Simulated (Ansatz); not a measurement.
**Ca3WN4: from a guess to a relaxed structure**

Where does this trial cell of Ca3WN4 go when cell and atoms are let free?

Method: DFT PBE, scalar-relativistic, plane waves, PAW, in Ansatz 0.2.0.

1 further run of the same task is left out (it didn't finish).

## (1) Starting point

Symmetry: Pm-3m, No. 221, cubic system. Conventional cell: a = 5.021 Å, b = 5.021 Å, c = 5.021 Å, α = 90.00°, β = 90.00°, γ = 90.00°. Ca (site symmetry 4/mmm) is surrounded by 6 N at 2.51 Å. Around W (site symmetry m-3m) lie 6 N at 2.51 Å. N (site symmetry 4/mmm) is surrounded by 4 Ca at 2.51 Å and 2 W at 2.51 Å. N (site symmetry m-3m) has 6 Ca at 2.51 Å as nearest neighbours.

Structure file:

```cif
data_structure
_symmetry_space_group_name_H-M 'P 1'
_symmetry_Int_Tables_number 1
_cell_length_a 5.0215
_cell_length_b 5.0215
_cell_length_c 5.0215
_cell_angle_alpha 90.000
_cell_angle_beta 90.000
_cell_angle_gamma 90.000
_cell_volume 126.62
loop_
_atom_site_label
_atom_site_type_symbol
_atom_site_fract_x
_atom_site_fract_y
_atom_site_fract_z
_atom_site_occupancy
Ca1 Ca 0.50000 0.00000 0.00000 1
Ca2 Ca 0.00000 0.50000 0.00000 1
Ca3 Ca 0.00000 0.00000 0.50000 1
W1 W 0.50000 0.50000 0.50000 1
N1 N 0.00000 0.50000 0.50000 1
N2 N 0.50000 0.00000 0.50000 1
N3 N 0.50000 0.50000 0.00000 1
N4 N 0.00000 0.00000 0.00000 1
```

A structure generator made this guess: random cell by space group and Wyckoff sites (Pm-3m, No. 221). The dimensions are guesses.

## (2) The guess as it stands, on a coarse mesh

File input.yaml:

```yaml
crystal:
  lattice:
    - [5.02145392, 0.0, 0.0]
    - [0.0, 5.02145392, 0.0]
    - [0.0, 0.0, 5.02145392]
  atoms:
    - { symbol: Ca, position: [0.5, 0.0, 0.0] }
    - { symbol: Ca, position: [0.0, 0.5, 0.0] }
    - { symbol: Ca, position: [0.0, 0.0, 0.5] }
    - { symbol: W, position: [0.5, 0.5, 0.5] }
    - { symbol: "N", position: [0.0, 0.5, 0.5] }
    - { symbol: "N", position: [0.5, 0.0, 0.5] }
    - { symbol: "N", position: [0.5, 0.5, 0.0] }
    - { symbol: "N", position: [0.0, 0.0, 0.0] }
basis:
  ecutwfc: 420
kpoints:
  mp_grid: { grid: [4, 4, 4] }
hamiltonian:
  xc: pbe
scf:
  occupations: { method: gaussian, width: 0.1 }
  lower_state_search: "off"
output:
  forces: true
  stress: true
  eigenvalues: true
```

Command:

```
ansatz run input.yaml --threads 1 --pin off --max-ram 2048MiB --backend cpu --events-out ev --progress --plain --runs-dir out
```

Further runs follow: rough relaxation on the coarse mesh; relaxation on the finer mesh.

**Question.** What will these runs give? Wanted: conventional cell; volume; energy over the elements; gap on the mesh.

**Answer**, as computed:

| quantity | value |
| --- | --- |
| symmetry at the end (tolerance 0.05 Å) | space group Pm-3m (No. 221) |
| conventional cell | a = 4.659 Å, b = 4.659 Å, c = 4.659 Å, α = 90.00°, β = 90.00°, γ = 90.00° |
| volume | 12.64 Å³/atom |
| energy over the elements (uncorrected; H, N, O, F and Cl as molecules) | -0.35 eV/atom |
| gap on the mesh | none (metal) |

In words: The space group Pm-3m (No. 221) is kept, and the volume per atom shrinks by 20.1 % from the first guess. It lies below the elements, which doesn't yet make it stable: competing phases were not computed in this session. No finished test with a distortion of lower symmetry is shown, so the end may be a saddle point. The runs treat W without spin-orbit coupling. Other magnetic orders were not searched.
